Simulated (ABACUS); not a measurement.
# MoSe (Fm-3m) in ABACUS: equation of state

How stiff is MoSe in PBE, and what volume does it want? The cell is scaled to several volumes.

Everything below comes from runs of ABACUS 3.10.1. Logs are shortened: lines on timing, memory, paths and dates and some standing lists are left out, and cuts for length are marked.

### 1 The crystal as given

Symmetry: Fm-3m, No. 225, cubic system. The conventional cell has a = 5.786 Å, b = 5.786 Å, c = 5.786 Å, α = 90.00°, β = 90.00°, γ = 90.00°. Mo (site symmetry m-3m) has 6 Se at 2.89 Å as nearest neighbours. Around Se (site symmetry m-3m) lie 6 Mo at 2.89 Å.

The cell was built by a generator and needn't be a form met in nature.

### 2 Equation of state, PBE, 22.76 Å³/atom (volume scaled by 0.94)

The input, INPUT:

```
INPUT_PARAMETERS
suffix              MoSe
calculation         scf
basis_type          pw
pseudo_dir          ./
symmetry            1
dft_functional      pbe
ecutwfc             87
pseudo_rcut         7
nspin               1
nbands              19
ks_solver           dav
smearing_method     fd
smearing_sigma      0.00367493
scf_thr             1e-08
scf_nmax            100
mixing_type         broyden
mixing_beta         0.7
cal_force           1
cal_stress          1
kpar                4
```

The input, STRU:

```
ATOMIC_SPECIES
Mo 95.9500 Mo.upf
Se 78.9710 Se.upf

LATTICE_CONSTANT
1.8897261246

LATTICE_VECTORS
0.0000000000 2.8338245822 2.8338245822
2.8338245822 0.0000000000 2.8338245822
2.8338245822 2.8338245822 0.0000000000

ATOMIC_POSITIONS
Direct

Mo
0.0
1
0.0000000000 0.0000000000 0.0000000000 1 1 1

Se
0.0
1
0.5000000000 0.5000000000 0.5000000000 1 1 1
```

The input, KPT:

```
K_POINTS
0
Gamma
8 8 8 0 0 0
```

Potentials or basis: PseudoDojo NC SR 0.4.1 PBE standard, plane waves.

Started as:

```
$ OMP_NUM_THREADS=1 mpirun -np 4 abacus > log
```

running log:

```text
ABACUS v3.10.1

               Atomic-orbital Based Ab-initio Computation at UStc

 ------------------------------------------------------------------------------------

 READING GENERAL INFORMATION
                           global_out_dir = OUT.MoSe/
                           global_in_card = INPUT
                               pseudo_dir = ./
                              orbital_dir =
                                    DSIZE = 4
                                    GSIZE = 1

 READING UNITCELL INFORMATION
                                    ntype = 2
                  lattice constant (Bohr) = 1.88973
              lattice constant (Angstrom) = 1

 READING ATOM TYPE 1
                               atom label = Mo
                      L=0, number of zeta = 1
                      L=1, number of zeta = 1
                      L=2, number of zeta = 1
             number of atom for this type = 1

 READING ATOM TYPE 2
                               atom label = Se
                      L=0, number of zeta = 1
                      L=1, number of zeta = 1
                      L=2, number of zeta = 1
             number of atom for this type = 1

                        TOTAL ATOM NUMBER = 2
DIRECT COORDINATES
    atom                   x                   y                   z     mag                  vx                  vy                  vz
taud_Mo1            0.0000000000        0.0000000000        0.0000000000  0.0000        0.0000000000        0.0000000000        0.0000000000
taud_Se1            0.5000000000        0.5000000000        0.5000000000  0.0000        0.0000000000        0.0000000000        0.0000000000

                          Volume (Bohr^3) = 307.146
                             Volume (A^3) = 45.5144

 Lattice vectors: (Cartesian coordinate: in unit of a_0)
                   +0            +2.83382            +2.83382
             +2.83382                  +0            +2.83382
             +2.83382            +2.83382                  +0
 Reciprocal vectors: (Cartesian coordinate: in unit of 2 pi/a_0)
             -0.17644            +0.17644            +0.17644
             +0.17644            -0.17644            +0.17644
             +0.17644            +0.17644            -0.17644
 The esolver type has been set to : ksdft_pw

                PAO radial cut off (Bohr) = 7

 Read in pseudopotential file is Mo.upf
                     pseudopotential type = NC
          exchange-correlation functional = PBE
                 nonlocal core correction = 1
                        valence electrons = 14
                                     lmax = 2
                           number of zeta = 4
                     number of projectors = 6
                           L of projector = 0
[... 5 lines left out ...]
                PAO radial cut off (Bohr) = 7

 Read in pseudopotential file is Se.upf
                     pseudopotential type = NC
          exchange-correlation functional = PBE
                 nonlocal core correction = 1
                        valence electrons = 16
                                     lmax = 2
                           number of zeta = 3
                     number of projectors = 6
                           L of projector = 0
                           L of projector = 0
                           L of projector = 1
                           L of projector = 1
                           L of projector = 2
                           L of projector = 2
     initial pseudo atomic orbital number = 19

 SETUP THE ELECTRONS NUMBER
            electron number of element Mo = 14
      total electron number of element Mo = 14
            electron number of element Se = 16
      total electron number of element Se = 16
            AUTOSET number of electrons:  = 30
                           occupied bands = 15
                                   NBANDS = 19
                                   NLOCAL = 18

%%%%%%%%%%%%%%%%%%%%%%%%%%%%%%%%%%%%%%%%%%%%%%%%%%%%%%%%%%%%%%%%%%%%%%%%%%%%%%%%%%%%%%%%%%%%%%%%%%%%%%%%%%
 Warning: the number of valence electrons in pseudopotential > 6 for Mo: [Kr] 4d5 5s1
 Warning: the number of valence electrons in pseudopotential > 6 for Se: [Ar] 3d10 4s2 4p4
 Pseudopotentials with additional electrons can yield (more) accurate outcomes, but may be less efficient.
 If you're confident that your chosen pseudopotential is appropriate, you can safely ignore this warning.
%%%%%%%%%%%%%%%%%%%%%%%%%%%%%%%%%%%%%%%%%%%%%%%%%%%%%%%%%%%%%%%%%%%%%%%%%%%%%%%%%%%%%%%%%%%%%%%%%%%%%%%%%%

 SETUP THE PLANE WAVE BASIS
 energy cutoff for charge/potential (unit:Ry) = 348
            fft grid for charge/potential = [ 45, 45, 45 ]
                        fft grid division = [ 1, 1, 1 ]
        big fft grid for charge/potential = [ 45, 45, 45 ]
                                     nbxx = 91125
                                     nrxx = 91125

 SETUP PLANE WAVES FOR CHARGE/POTENTIAL
                    number of plane waves = 33775
                         number of sticks = 1381

 PARALLEL PW FOR CHARGE/POTENTIAL
     PROC   COLUMNS(POT)             PW
        1           1381          33775
 --------------- sum -------------------
        1           1381          33775
                            number of |g| = 339
                                  max |g| = 31.4735
                                  min |g| = 0

----------- Double Check Mixing Parameters Begin ------------
mixing_type: broyden
mixing_beta: 0.7
mixing_gg0: 1
mixing_gg0_min: 0.1
mixing_ndim: 8
----------- Double Check Mixing Parameters End ------------

 LATTICE VECTORS: (CARTESIAN COORDINATE: IN UNIT OF A0)
                   +0            +2.83382            +2.83382
             +2.83382                  +0            +2.83382
             +2.83382            +2.83382                  +0
                       right hand lattice = 1
                                   NORM_A = 4.00763
                                   NORM_B = 4.00763
                                   NORM_C = 4.00763
                           ALPHA (DEGREE) = 60
                           BETA  (DEGREE) = 60
                           GAMMA (DEGREE) = 60

 The lattice vectors have been changed (STRU_SIMPLE.cif)

(for optimal symmetric configuration:)
                             BRAVAIS TYPE = 3
                     BRAVAIS LATTICE NAME = 03. Cubic F (face-centered)
                                    ibrav = 3
                                    IBRAV = 3
                                  BRAVAIS = FACE CENTERED CUBIC
                       LATTICE CONSTANT A = 5.66765
Original cell was already a primitive cell.
                        ROTATION MATRICES = 48
              PURE POINT GROUP OPERATIONS = 48
                   SPACE GROUP OPERATIONS = 48
                              POINT GROUP = O_h
               POINT GROUP IN SPACE GROUP = O_h

 SETUP K-POINTS
                                    nspin = 1
                   Input type of k points = Monkhorst-Pack(Gamma)
                                   nkstot = 512
                       right hand lattice = 1
(for reciprocal lattice: )
                             BRAVAIS TYPE = 2
                     BRAVAIS LATTICE NAME = 02. Cubic I (body-centered)
                                    ibrav = 2
                       right hand lattice = 1
(for k-lattice: )
                             BRAVAIS TYPE = 2
                     BRAVAIS LATTICE NAME = 02. Cubic I (body-centered)
                                    ibrav = 2
                       right hand lattice = 1
                        ROTATION MATRICES = 48
                               nkstot_ibz = 29
K-POINTS REDUCTION ACCORDING TO SYMMETRY
     IBZ    DIRECT_X    DIRECT_Y    DIRECT_Z  WEIGHT  ibz2bz
       1  0.00000000  0.00000000  0.00000000  0.0020       0
       2  0.12500000  0.12500000  0.12500000  0.0156       1
       3  0.25000000  0.25000000  0.25000000  0.0156       2
       4  0.37500000  0.37500000  0.37500000  0.0156       3
       5  0.50000000  0.50000000  0.50000000  0.0078       4
       6  0.12500000  0.12500000  0.00000000  0.0117       9
[... 21 lines left out ...]
      28 -0.12500000  0.50000000  0.37500000  0.0234     101
      29  0.50000000  0.25000000 -0.25000000  0.0117     166

                               nkstot now = 29
[... K-POINTS DIRECT COORDINATES: 29 rows ...]

           k-point number in this process = 8
       minimum distributed K point number = 7
[... stars of the k points ...]

[... K-POINTS CARTESIAN COORDINATES: 8 rows ...]

[... K-POINTS DIRECT COORDINATES: 8 rows ...]

 SETUP PLANE WAVES FOR WAVE FUNCTIONS
     energy cutoff for wavefunc (unit:Ry) = 87
              fft grid for wave functions = [ 45, 45, 45 ]
                    number of plane waves = 4957
                         number of sticks = 379

 PARALLEL PW FOR WAVE FUNCTIONS
     PROC   COLUMNS(POT)             PW
        1            379           4957
 --------------- sum -------------------
        1            379           4957

 SETUP NONLOCAL PSEUDOPOTENTIALS IN PLANE WAVE BASIS
 Mo non-local projectors:
 projector 1 L=0
 projector 2 L=0
 projector 3 L=1
 projector 4 L=1
 projector 5 L=2
 projector 6 L=2
 Se non-local projectors:
 projector 1 L=0
 projector 2 L=0
 projector 3 L=1
 projector 4 L=1
 projector 5 L=2
 projector 6 L=2
      TOTAL NUMBER OF NONLOCAL PROJECTORS = 36

 Init Non-Local PseudoPotential table :
 Init Non-Local-Pseudopotential done.

                                     npwx = 4279

 Make real space PAO into reciprocal space.
       max mesh points in Pseudopotential = 701
     dq(describe PAO in reciprocal space) = 0.01
                                    max q = 1124

 number of pseudo atomic orbitals for Mo is 4
WARNING: norm of atomic wavefunction # 3 of atomic type Mo is 0.999021, renormalized
WARNING: norm of atomic wavefunction # 4 of atomic type Mo is 0.988409, renormalized

 number of pseudo atomic orbitals for Se is 3
WARNING: norm of atomic wavefunction # 2 of atomic type Se is 0.999994, renormalized
WARNING: norm of atomic wavefunction # 3 of atomic type Se is 0.99943, renormalized

 -------------------------------------------
 SELF-CONSISTENT
 -------------------------------------------
                                 init_chg = atomic

 PW ALGORITHM --------------- ION=   1  ELEC=   1--------------------------------
 Notice: Threshold on eigenvalues was too large.
 hsover_error=0.3 > DRHO=0.224869
 Origin diag ethr = 0.01
 New diag ethr = 0.000749563

 Density error is 0.223772495398
                          Error Threshold = 0.000749562649007
----------------------------------------------------------
     Energy           Rydberg                 eV
----------------------------------------------------------
 E_KohnSham     -382.7865594815      -5208.0783267637
 E_Harris       -384.8128416897      -5235.6473105519
 E_Fermi        0.9895570170         13.4636139265
----------------------------------------------------------
[... 75 lines left out ...]
 Density error is 6.55171823453e-09
                          Error Threshold = 2.51547234285e-10
----------------------------------------------------------
     Energy           Rydberg                 eV
----------------------------------------------------------
 E_KohnSham     -382.8909252044      -5209.4982952722
 E_KS(sigma->0) -382.8893602569      -5209.4770030686
 E_Harris       -382.8913040064      -5209.5034491374
 E_band         -37.2418601569       -506.7015022524
 E_one_elec     -167.8549756351      -2283.7841062879
 E_Hartree      92.8353331345        1263.0895063575
 E_xc           -68.7939094724       -935.9891565209
 E_Ewald        -239.0742433364      -3252.7719544137
 E_entropy(-TS) -0.0031298951        -0.0425844073
 E_descf        0.0000000000         0.0000000000
 E_exx          0.0000000000         0.0000000000
 E_Fermi        0.9111162857         12.3963730259
----------------------------------------------------------

 charge density convergence is achieved
 final etot is -5209.4982953 eV
 EFERMI = 12.396373026 eV

 STATE ENERGY(eV) AND OCCUPATIONS    NSPIN == 1
 1/8 kpoint (Cartesian) = 0.0000 0.0000 0.0000 (4279 pws)
       1       -48.9185     0.00390625
       2       -36.3616     0.00390625
       3       -36.3616     0.00390625
       4       -36.3559     0.00390625
       5       -36.3559     0.00390625
       6       -36.3559     0.00390625
[... 11 lines left out ...]
      18        11.3897     0.00390625
      19        13.5151    7.49594e-13
[... 88 lines left out ...]
       3       -36.3615      0.0234375
       4       -36.3559      0.0234375
       5       -36.3559      0.0234375
       6       -36.3559      0.0234375
[... 11 lines left out ...]
      18        12.3123      0.0197596
      19        15.0982    7.97978e-26

[... levels at 2 further k points ...]

------------------------------------------------------------------------------------------
 TOTAL-FORCE (eV/Angstrom)
------------------------------------------------------------------------------------------
                       Mo1         0.0000000000         0.0000000000         0.0000000000
                       Se1         0.0000000000         0.0000000000         0.0000000000
------------------------------------------------------------------------------------------

----------------------------------------------------------------
 TOTAL-STRESS (KBAR)
----------------------------------------------------------------
      -188.7730655964         0.0000000000         0.0000000000
         0.0000000000      -188.7730655964        -0.0000000000
         0.0000000000        -0.0000000000      -188.7730655964
----------------------------------------------------------------
 TOTAL-PRESSURE: -188.773066 KBAR

 --------------------------------------------
 !FINAL_ETOT_IS -5209.4982952722448317 eV
 --------------------------------------------
```

It took 6 s on 4 MPI ranks of AMD EPYC 9R45 (Zen 5), shared host; peak memory 0.4 GiB.

What came out:

```yaml
Free_energy: -5209.4983 eV
Pressure: -18.9 GPa
Band_gap_on_the_k_mesh: none (metal or under the smearing width)
```

### 3 Equation of state, PBE, 23.24 Å³/atom (volume scaled by 0.96)

INPUT is that of step 2.

STRU: that of step 2 with these lines changed.

```diff
@@ -8,5 +8,5 @@
 LATTICE_VECTORS
-0.0000000000 2.8338245822 2.8338245822
-2.8338245822 0.0000000000 2.8338245822
-2.8338245822 2.8338245822 0.0000000000
+0.0000000000 2.8537817509 2.8537817509
+2.8537817509 0.0000000000 2.8537817509
+2.8537817509 2.8537817509 0.0000000000
```

KPT is that of step 2.

Potentials or basis: PseudoDojo NC SR 0.4.1 PBE standard, plane waves.

Started as:

```
$ OMP_NUM_THREADS=1 mpirun -np 4 abacus > log
```

It took 6.1 s on 4 MPI ranks of AMD EPYC 9R45 (Zen 5), shared host; peak memory 0.4 GiB.

The run converged. Its results:

```yaml
Free_energy: -5209.3824 eV
Pressure: -19.5 GPa
Band_gap_on_the_k_mesh: none (metal or under the smearing width)
```

[end of part 1 of 2]
